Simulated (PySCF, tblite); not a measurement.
# C₃H₆O₂SeSi: geometry, infrared bands and NMR shifts

Aim: predict the infrared bands and NMR shifts of C₃H₆O₂SeSi (`C[Si@H]1OC(=O)C[Se]1`).

Programs: tblite 0.8.0 and PySCF 2.14.0, with density-fitted response routines of our own. Each step states its level of theory. These are calculated values for one molecule in the gas phase, unless marked as measured. Atoms are numbered from 0 throughout.

## 1. Starting geometry

13 atoms, charge 0, multiplicity 1; geometry from: force field or distance geometry start.

Bonds of the start (Å): C0–Si1 1.88, Si1–O2 1.70, O2–C3 1.40, C3–O4 1.25, C3–C5 1.52, C5–Se6 1.97, Se6–Si1 2.25, C0–H7 1.11, C0–H8 1.11, C0–H9 1.11, Si1–H10 1.47, C5–H11 1.11, C5–H12 1.11.

## 2. Optimising the geometry with GFN2-xTB

What the job is given:

```
{"job": {"kind": "relax", "xc": "GFN2-xTB", "basis": "xTB"}, "charge": 0, "multiplicity": 1}
C      2.035700    -0.680900     0.194300
Si     0.829600     0.750400     0.364300
O     -0.059000     0.939400    -1.073500
C     -1.378800     0.485500    -1.054500
O     -2.105500     0.590700    -2.060200
C     -1.918600    -0.204900     0.182900
Se    -0.831000     0.183800     1.774200
H      2.790700    -0.425900    -0.572300
H      1.476200    -1.591600    -0.108800
H      2.528200    -0.861600     1.170100
H      1.507700     1.989800     0.762300
H     -2.959300     0.125500     0.376900
H     -1.920400    -1.299700     0.026500
```

Command:

```console
$ OMP_NUM_THREADS=1 python probes_run.py task.json out
```

This one command runs all jobs of the session in turn.

**Question.** This job is followed by: GFN2-xTB harmonic vibrations, gas phase; GIAO PBE0/pcSseg-1 NMR shielding, non-relativistic, gas phase. What will the session give for the following? strongest single infrared mode (GFN2-xTB); zero-point energy (GFN2-xTB); 13C shifts against TMS (PBE0/pcSseg-1); 1H shifts against TMS (PBE0/pcSseg-1, means over atoms taken as alike); 29Si shifts against TMS (PBE0/pcSseg-1); 17O shifts against H2O (PBE0/pcSseg-1); 77Se shifts against Me2Se (PBE0/pcSseg-1); surface potential, 1st and 99th percentile.

**Answer**, as computed:

| quantity | value |
| --- | --- |
| strongest single infrared mode (GFN2-xTB) | 1784 cm⁻¹, 535 km/mol |
| zero-point energy (GFN2-xTB) | 53.8 kcal/mol |
| 13C shifts against TMS (PBE0/pcSseg-1) | 172.6, 32.4, 5.7 ppm |
| 1H shifts against TMS (PBE0/pcSseg-1, means over atoms taken as alike) | 5.97, 3.76, 3.57, 0.75 ppm |
| 29Si shifts against TMS (PBE0/pcSseg-1) | 20.8 ppm |
| 17O shifts against H2O (PBE0/pcSseg-1) | 454.4, 216.7 ppm |
| 77Se shifts against Me2Se (PBE0/pcSseg-1) | -251 ppm |
| surface potential, 1st and 99th percentile | -1.73 V and 1.85 V |

**Reading.** Relaxing lowered the energy by 0.415 eV in 94 steps; the close pair that moved most is O2–C3, from 1.396 to 1.325 Å. No mode is imaginary among the 33: a minimum at this level. The strongest single mode, at 1784 cm⁻¹, moves mainly C3 and O4. GFN2-xTB is a fitted tight-binding method: band positions and strengths are rough. Its intensities can rank the bands wrongly. At PBE0/pcSseg-1: The largest span, 825 ppm, is at Se6, where the paramagnetic term is -994 ppm. By nearest atom (PBE0/pcSseg-1), the HOMO sits on Se6 80 % and the LUMO on Se6 26 %; Si1 20 %. Spin-orbit coupling is left out, which matters for shieldings and couplings at and beside the heavy atoms.
